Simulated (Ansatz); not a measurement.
# C2H6BFS: the cost of one run

Program: Ansatz 0.2.0. Level of theory: RKS PBE-D4/6-31G. These are calculated values, not measurements.

## Step 1: The structure to begin with

Bond lengths: F1–C2 1.328 Å, C2–C3 1.516 Å, C3–B4 1.633 Å, B4–S5 1.933 Å, C2–H6 1.126 Å, C2–H7 1.104 Å, C3–H8 1.045 Å, C3–H9 1.170 Å, B4–H10 1.111 Å, S5–H11 1.406 Å. Angles (14 of 16 angles, heavy atoms first): F1–C2–C3 107.9°, C2–C3–B4 111.6°, C3–B4–S5 115.9°, F1–C2–H6 109.3°, F1–C2–H7 111.4°, C3–C2–H6 112.2°, C3–C2–H7 109.4°, C2–C3–H8 111.8°, C2–C3–H9 106.6°, B4–C3–H8 112.4°, B4–C3–H9 106.2°, C3–B4–H10 121.8°, S5–B4–H10 122.2°, B4–S5–H11 91.8°.

Structure file:

```xyz
11

F    -1.2642    1.3551    0.0038
C    -0.3454    1.0125    0.8999
C     0.0469   -0.4285    0.6370
B     0.8386   -0.5873   -0.7828
S     0.0033   -1.7404   -2.0901
H     0.5320    1.7135    0.8191
H    -0.7329    1.1053    1.9296
H    -0.7718   -1.0741    0.7104
H     0.8115   -0.7242    1.4717
H     1.7516    0.0031   -1.0125
H    -0.8042   -0.6920   -2.5654
```

## Step 2: Relaxing the start

The input, input.yaml:

```yaml
crystal:
  periodic: [false, false, false]
  atoms:
    - { symbol: F, position_ang: [-1.2642, 1.3551, 0.0038] }
    - { symbol: C, position_ang: [-0.3454, 1.0125, 0.8999] }
    - { symbol: C, position_ang: [0.0469, -0.4285, 0.637] }
    - { symbol: B, position_ang: [0.8386, -0.5873, -0.7828] }
    - { symbol: S, position_ang: [0.0033, -1.7404, -2.0901] }
    - { symbol: H, position_ang: [0.532, 1.7135, 0.8191] }
    - { symbol: H, position_ang: [-0.7329, 1.1053, 1.9296] }
    - { symbol: H, position_ang: [-0.7718, -1.0741, 0.7104] }
    - { symbol: H, position_ang: [0.8115, -0.7242, 1.4717] }
    - { symbol: H, position_ang: [1.7516, 0.0031, -1.0125] }
    - { symbol: H, position_ang: [-0.8042, -0.692, -2.5654] }
basis:
  gaussian: { orbitals: "6-31G" }
hamiltonian:
  xc: pbe
  dispersion: d4
relax:
  f_tol: 0.02
  max_steps: 40
```

Started as:

```bash
ansatz run input.yaml --threads 1 --pin off --max-ram 2048MiB --backend cpu --events-out ev --progress --plain --runs-dir out
```

Q: Estimate wall time and peak memory on 1 thread of Arm Neoverse V1, shared host.

About 70 s, with a peak of 0.16 GiB.
